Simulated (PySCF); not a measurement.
**Si2H5O2F (SMILES O[SiH2][SiH](O)F) at 3 levels**

Aim: a comparison of 3 runs (HF/def2-SVP, PBE0/def2-SVP, TPSS/def2-SVPD) of Si2H5O2F. 

The calculation is run with PySCF 2.14.0.

## (1) The structure to begin with

Si2H5O2F has 10 atoms, charge 0, and is taken as a singlet. SMILES: `O[SiH2][SiH](O)F`. The shape is that of a PBE0-D4/def2-TZVP optimisation. This is one conformer, not always the lowest.

Bond lengths: O1–Si2 1.663 Å, Si2–Si3 2.352 Å, Si3–O4 1.635 Å, Si3–F5 1.602 Å, O1–H6 0.958 Å, Si2–H7 1.492 Å, Si2–H8 1.490 Å, Si3–H9 1.480 Å, O4–H10 0.962 Å. Some angles: O1–Si2–Si3 99.7°, Si2–Si3–O4 105.6°, Si2–Si3–F5 108.9°, O4–Si3–F5 110.9°, O1–Si2–H7 111.1°, O1–Si2–H8 111.3°, Si3–Si2–H7 113.0°, Si3–Si2–H8 114.4°, Si2–O1–H6 118.7°, Si2–Si3–H9 117.9°.

## (2) Energy and forces at HF/def2-SVP (run 1)

The input, job.py:

```python
# O[SiH2][SiH](O)F
from pyscf import gto, scf

mol = gto.M(
    atom='''
O       -1.518400       0.514100      -0.738200
Si      -0.930800      -0.209900       0.639100
Si       1.370100      -0.175300       0.155000
O        1.476200       0.043800      -1.461800
F        2.047600       1.043300       0.943200
H       -2.461200       0.668900      -0.811100
H       -1.472500      -1.591400       0.792900
H       -1.315800       0.554200       1.859000
H        2.167200      -1.374800       0.495400
H        0.720600       0.476000      -1.870700
''',
    max_memory=1860,
    verbose=4,
    basis='def2-svp',
    spin=0,
)

mf = scf.RHF(mol)
mf.conv_tol = 1e-10
mf.kernel()
if not mf.converged:
    mf = mf.newton().run(mf.mo_coeff, mf.mo_occ)

e_tot = mf.e_tot
print('Final energy', e_tot)
grad = mf.nuc_grad_method().kernel()
dip = mf.dip_moment()
pop, q = mf.mulliken_pop()
```

Run with:

```bash
OMP_NUM_THREADS=1 python job.py
```

The log of the run:

```text
PySCF version 2.14.0

[... 66 lines left out ...]
converged SCF energy = -829.697484228601
Final energy -829.6974842286008
[... 11 lines left out ...]
Dipole moment(X, Y, Z, Debye): -3.51199, -0.56495,  0.10515
[... 114 lines left out ...]
charge of    9H =      0.23664
```

Run time: 7.2 s. Hardware: 1 thread of Arm Neoverse V2, shared host; peak memory 0.23 GiB.

## (3) Energy and forces at PBE0/def2-SVP (run 2)

The input, run.py:

```python
from pyscf import gto, dft

mol = gto.M(
    atom=[
    ('O', (-1.518400, 0.514100, -0.738200)),
    ('Si', (-0.930800, -0.209900, 0.639100)),
    ('Si', (1.370100, -0.175300, 0.155000)),
    ('O', (1.476200, 0.043800, -1.461800)),
    ('F', (2.047600, 1.043300, 0.943200)),
    ('H', (-2.461200, 0.668900, -0.811100)),
    ('H', (-1.472500, -1.591400, 0.792900)),
    ('H', (-1.315800, 0.554200, 1.859000)),
    ('H', (2.167200, -1.374800, 0.495400)),
    ('H', (0.720600, 0.476000, -1.870700)),
],
    verbose=3,
    max_memory=1860,
    basis='def2-svp',
    spin=0,
)

mf = dft.RKS(mol)
mf.xc = 'pbe0'
mf.conv_tol = 1e-10
mf.grids.level = 5
mf.kernel()
if not mf.converged:
    mf = mf.newton().run(mf.mo_coeff, mf.mo_occ)

e_final = mf.e_tot
print('E(%s) = %.9f' % ('PBE0', e_final))
grad = mf.nuc_grad_method().kernel()
mf.analyze()
```

Run with:

```bash
OMP_NUM_THREADS=1 python run.py
```

The log of the run:

```text
converged SCF energy = -831.533341371653
[... 16 lines left out ...]
MO #7   energy= -5.3538448863197   occ= 2
[... 11 lines left out ...]
MO #19  energy= -0.511599574528258 occ= 2
[... 11 lines left out ...]
MO #31  energy= 0.0181773411096624 occ= 0
[... 11 lines left out ...]
MO #43  energy= 0.380711958368388  occ= 0
[... 11 lines left out ...]
MO #55  energy= 0.681059280045043  occ= 0
[... 11 lines left out ...]
MO #67  energy= 1.20935706824454   occ= 0
[... 11 lines left out ...]
MO #79  energy= 1.64374581223813   occ= 0
[... 11 lines left out ...]
MO #91  energy= 2.86124291173139   occ= 0
[... 11 lines left out ...]
MO #103 energy= 3.71863670170819   occ= 0
[... 11 lines left out ...]
Dipole moment(X, Y, Z, Debye): -3.16195, -0.29350, -0.21617
```

Wall time 42 s (1 thread of Arm Neoverse V2, shared host); peak memory 1 GiB.

## (4) Energy and forces at TPSS/def2-SVPD (run 3)

The input, input.py:

```python
from pyscf import gto, dft

system = gto.M(
    atom='''
O     -2.869360     0.971508    -1.394996
Si    -1.758957    -0.396654     1.207724
Si     2.589114    -0.331269     0.292908
O      2.789614     0.082770    -2.762402
F      3.869403     1.971551     1.782390
H     -4.650994     1.264038    -1.532757
H     -2.782622    -3.007310     1.498364
H     -2.486502     1.047286     3.513001
H      4.095414    -2.597995     0.936170
H      1.361737     0.899510    -3.535111
''',
    basis='def2-svpd',
    verbose=4,
    unit='bohr',
    max_memory=1860,
)

mf = dft.RKS(system, xc='tpss')
mf.grids.level = 5
mf.conv_tol = 1e-10
mf.kernel()
if not mf.converged:
    mf = mf.newton().run(mf.mo_coeff, mf.mo_occ)

e_final = mf.e_tot
print('Final energy', e_final)
grad = mf.nuc_grad_method().kernel()
dip = mf.dip_moment()
pop, q = mf.mulliken_pop()
```

Run with:

```bash
OMP_NUM_THREADS=1 python input.py
```

The log of the run:

```text
PySCF version 2.14.0

[... 83 lines left out ...]
converged SCF energy = -832.136033057997
Final energy -832.1360330579967
[... 12 lines left out ...]
Dipole moment(X, Y, Z, Debye): -3.00088, -0.40286, -0.12106
[... 168 lines left out ...]
charge of    9H =      0.25014
```

It took 2.9 min on 1 thread of Arm Neoverse V2, shared host; peak memory 1.9 GiB.

## (5) All runs side by side

| run | level | integration grid | energy (Eh) | dipole moment (D) | HOMO energy (eV) | LUMO energy (eV) | wall time |
| --- | --- | --- | --- | --- | --- | --- | --- |
| 1 | HF/def2-SVP | – | -829.697484 | 3.56 | -11.09 | 3.02 | 7.2 s |
| 2 | PBE0/def2-SVP | 5 | -831.533341 | 3.18 | -7.96 | -0.33 | 42 s |
| 3 | TPSS/def2-SVPD | 5 | -832.136033 | 3.03 | -7.05 | -1.50 | 2.9 min |

## (6) Summary of results

```
                       quantity          value
            run 3: total energy  -832.13603 Eh
           run 3: dipole moment         3.03 D
             run 3: HOMO energy       -7.05 eV
             run 3: LUMO energy       -1.50 eV
           run 3: HOMO–LUMO gap        5.55 eV
run 3: largest force on an atom     1.779 eV/Å
```

What this shows: The dipole moment (its size) runs from 3.03 D (TPSS/def2-SVPD) to 3.56 D (HF/def2-SVP). The two ends differ in method and basis. The HOMO–LUMO gap runs from 5.55 eV (TPSS/def2-SVPD) to 14.11 eV (HF/def2-SVP). Totals of different functionals can't be ranked against each other. All runs together took 3.8 min, the longest 2.9 min.
